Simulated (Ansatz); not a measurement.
# HfSi: the cost of one run

The runs use Ansatz 0.2.0, Gaussian basis; def2-QZVPP, core rule «outside noble gas», up to 9 orbitals frozen.

Plan: UHF; ROHF; CCSD(T) on UHF.

### 1 The system

The geometry is a PBE0/def2-TZVP stationary point (not a proven minimum) of the parent state, kept for this charge and spin. No spin-orbit coupling is included. Elements past krypton take def2 core potentials.

2 atoms, charge 1, spin multiplicity 6.

Atoms are counted from 1 here; the program's logs count them from 0.

Bond lengths: Hf1–Si2 2.513 Å.

Coordinates:

```xyz
2

Hf    0.0000    0.0000    0.0000
Si    0.0000    0.0000    2.5132
```

### 2 UHF

File in.yaml:

```yaml
crystal:
  periodic: [false, false, false]
  atoms:
    - {symbol: Hf, position_ang: [0.000000, 0.000000, 0.000000]}
    - {symbol: Si, position_ang: [0.000000, 0.000000, 2.513200]}
basis:
  gaussian: {orbitals: "def2-QZVPP.json"}
total_charge: 1
magnetization: {spin_polarized: true, initial_magnetization: 5}
hamiltonian: {xc: hf}
output: {orbitals: {seedname: orbitals}}
```

Started as:

```sh
> ansatz run in.yaml --threads 1 --pin off --events-out ev --progress --plain --max-ram 4096MiB --backend cpu
```

**Question.** How long does this run take on 1 thread of AMD EPYC 7R13, shared host, and how much memory does it need?

About 13 s, with a peak of 0.37 GiB.
